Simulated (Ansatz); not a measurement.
# TaO3 (Pm-3m): scan of one input key

Wanted for TaO3 (Pm-3m): a scan of one input key.

Computed with Ansatz 0.2.0 through its Python package. Level of theory: DFT r2SCAN, plane waves, PAW.

## 1. The structure

Symmetry: Pm-3m, No. 221, cubic system. Conventional cell: a = 3.960 Å, b = 3.960 Å, c = 3.960 Å, α = 90.00°, β = 90.00°, γ = 90.00°. Ta (site symmetry m-3m) has 6 O at 1.98 Å as nearest neighbours. O (site symmetry 4/mmm) is surrounded by 2 Ta at 1.98 Å.

The script holds or builds the structure itself.

## 2. The script

Contents of tao3_edit.py:

```python
'''Editing single keys of the input for TaO3.'''

import ansatz

system = (
    ansatz.Lattice.from_parameters(3.960344, 3.960344, 3.960344, alpha=90.0, beta=90.0, gamma=90.0)
    .atom('Ta', [0.5, 0.5, 0.5])
    .atom('O', [0.0, 0.5, 0.5])
    .atom('O', [0.5, 0.5, 0.0])
    .atom('O', [0.5, 0.0, 0.5])
)

job = (
    system.calculation()
    .functional('r2scan')
    .basis(550)
    .kpoints(5, 5, 5)
    .occupations('cold', width=0.1)
    .band_table()
)
typed = job.input()
rows = []
for value in [4, 6, 9]:
    edited = typed.set(ansatz.key.basis.ecutrho_ratio, value)
    r = ansatz.Session.from_dict(edited).plan().execute().report
    rows.append((value, r['free_energy_ev'], r['n_iterations'], len(r['eigenvalues_ev'][0]) if 'eigenvalues_ev' in r else 0))
print(' density ratio            F eV      iterations    bands listed')
for row in rows:
    print(f'{str(row[0]):>14s}  {row[1]:14.5f}  {row[2]:14d}  {row[3]:14d}')
```

## 3. The calls as engine input

The engine receives this input (first run):

```yaml
crystal:
  lattice:
    a: 3.960344
    b: 3.960344
    c: 3.960344
    alpha: 90.0
    beta: 90.0
    gamma: 90.0
  atoms:
    - { symbol: Ta, position: [0.5, 0.5, 0.5] }
    - { symbol: O, position: [0.0, 0.5, 0.5] }
    - { symbol: O, position: [0.5, 0.5, 0.0] }
    - { symbol: O, position: [0.5, 0.0, 0.5] }
basis:
  ecutwfc: 550.0
  ecutrho_ratio: 4
kpoints:
  mp_grid:
    grid: [5, 5, 5]
hamiltonian:
  xc: r2scan
scf:
  occupations:
    method: cold
    width: 0.1
output:
  eigenvalues: true
```

## 4. Running it

Launch:

```console
> python tao3_edit.py
```

**Question.** What results will this script give? Wanted: last run but one, from the last.

As calculated:

| quantity | value |
| --- | --- |
| runs compared | 3 |
| last run but one, from the last | +0.00 meV/atom |
| within 5 meV/atom of the last run from | 4 |

In words: From basis.ecutrho_ratio 4 on, the energy stays within 1 meV/atom of the last run. Caveats:
- The cell holds an odd number of electrons and is run without spin, so a magnetic state may lie lower.
- The mesh is modest for a metal, so energies can be off by several to tens of meV an atom and pressures by half a GPa or more; differences at equal mesh fare better.
- Spin-orbit coupling, which matters for elements this heavy, is left out.
- The structure comes from a database of computed cells and needn't be a stable or known phase.
